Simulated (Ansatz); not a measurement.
# BH₄NO₂ + H₂: a complex and its separated parts

The complex below is one end of an elementary step. How strongly is it bound against its free parts?

Method: PBE0-D4/def2-TZVP structures, single points in def2-TZVPP, no counterpoise correction; program: Ansatz 0.2.0, Gaussian basis.

Levels: SPW92, PBE-D4, BLYP-D4, r2SCAN-D4, B97M-V, PBE0-D4, B3LYP-D4, r2SCAN0-D4, BHLYP-D4, CAM-B3LYP-D4, wB97X-V, wB97M-V, B2PLYP, PBE-QIDH, RPA on PBE, Hartree-Fock, MP2, CCSD, CCSD(T).

Cores are frozen in the correlated methods. B3LYP uses VWN-RPA correlation. B2PLYP carries no dispersion term here.

94 further runs of the same task are left out: 94 set aside as unsound or not needed.

### 1 The starting structure

The complex: 10 atoms, charge 0, spin multiplicity 1.

Atoms are counted from 1 here; the program's logs count them from 0.

Bond lengths: B1–O3 1.378 Å, B1–O4 1.371 Å, B1–N6 1.412 Å, H2–H5 0.747 Å, O3–H7 0.957 Å, O4–H8 0.959 Å, N6–H9 1.002 Å, N6–H10 1.004 Å. Angles: O3–B1–O4 117.8°, O3–B1–N6 123.9°, O4–B1–N6 118.3°, B1–O3–H7 114.5°, B1–O4–H8 111.3°, B1–N6–H9 124.7°, B1–N6–H10 120.9°, H9–N6–H10 114.3°.

Coordinates:

```mol
BH6NO2
  3D, bonds by distance, orders not assigned

 10  8  0  0  0  0  0  0  0  0999 V2000
    0.3615   -0.4955   -0.6282 B   0  0
   -0.6698    2.2031    2.0079 H   0  0
    0.7390    0.8044   -0.8862 O   0  0
    1.1851   -1.5001   -1.0665 O   0  0
   -0.3445    1.5333    1.9454 H   0  0
   -0.8151   -0.8508    0.0669 N   0  0
    0.1464    1.4676   -0.5315 H   0  0
    1.9611   -1.1473   -1.5060 H   0  0
   -1.5097   -0.2007    0.3816 H   0  0
   -1.0541   -1.8140    0.2164 H   0  0
  1  3  8  0
  1  4  8  0
  1  6  8  0
  2  5  8  0
  3  7  8  0
  4  8  8  0
  6  9  8  0
  6 10  8  0
M  END
```

Its parts: BH₄NO₂ holds atoms 1, 3, 4, 6, 7, 8, 9, 10; H₂ holds atoms 2, 5. Each part counts its atoms afresh in its own runs.

### 2 Relaxing BH₄NO₂ alone

The input, relax-a/in.yaml:

```yaml
crystal:
  periodic: [false, false, false]
  atoms:
    - {symbol: B, position_ang: [0.361505, -0.495501, -0.628194]}
    - {symbol: O, position_ang: [0.739020, 0.804403, -0.886168]}
    - {symbol: O, position_ang: [1.185102, -1.500101, -1.066520]}
    - {symbol: N, position_ang: [-0.815129, -0.850758, 0.066902]}
    - {symbol: H, position_ang: [0.146444, 1.467574, -0.531472]}
    - {symbol: H, position_ang: [1.961134, -1.147260, -1.506016]}
    - {symbol: H, position_ang: [-1.509698, -0.200684, 0.381560]}
    - {symbol: H, position_ang: [-1.054071, -1.814049, 0.216356]}
basis:
  gaussian: {orbitals: def2-TZVP}
hamiltonian: {xc: pbe0, dispersion: d4}
relax: {f_tol: 0.005, max_steps: 200}
```

The run is started by

```console
$ ansatz run in.yaml --threads 4 --pin off --events-out ev --progress --plain --max-ram 9574MiB
```

The runs that follow: Relaxing H₂ alone; SPW92/def2-TZVPP; PBE-D4/def2-TZVPP; BLYP-D4/def2-TZVPP; r2SCAN-D4/def2-TZVPP; B97M-V/def2-TZVPP; PBE0-D4/def2-TZVPP; B3LYP-D4/def2-TZVPP; r2SCAN0-D4/def2-TZVPP; BHLYP-D4/def2-TZVPP; CAM-B3LYP-D4/def2-TZVPP; wB97X-V/def2-TZVPP; wB97M-V/def2-TZVPP; B2PLYP/def2-TZVPP; PBE-QIDH/def2-TZVPP; RPA on PBE/def2-TZVPP; CCSD(T)/def2-TZVPP; Vibrations of BH₄NO₂; Vibrations of H₂.

Before running it: what results should come out? Wanted: complex less parts, CCSD(T)/def2-TZVPP; with zero-point energy; largest T1 diagnostic.

**Answer**, as computed:

```
                              quantity           value
complex less parts, CCSD(T)/def2-TZVPP  -0.75 kcal/mol
                with zero-point energy  +0.24 kcal/mol
                 largest T1 diagnostic           0.011
```

What this shows: At CCSD(T) the complex lies 0.75 kcal/mol below its parts. The functionals run from r2SCAN-D4, off by -0.01 kcal/mol, to SPW92, off by -1.06 kcal/mol, against CCSD(T). BLYP-D4 is as near within the digits shown. By rung, the mean size of the error is: LDA 1.06, GGA 0.23, meta-GGA 0.09, hybrid 0.11, range-separated hybrid 0.14, double hybrid 0.21 kcal/mol. PBE-D4 gives a relative energy 0.45 kcal/mol too low, an error of 59 % of the reference. No counterpoise was applied, and triple zeta lacks some correlation, so the CCSD(T) reference has a basis error of its own, and close matches with it are partly luck.
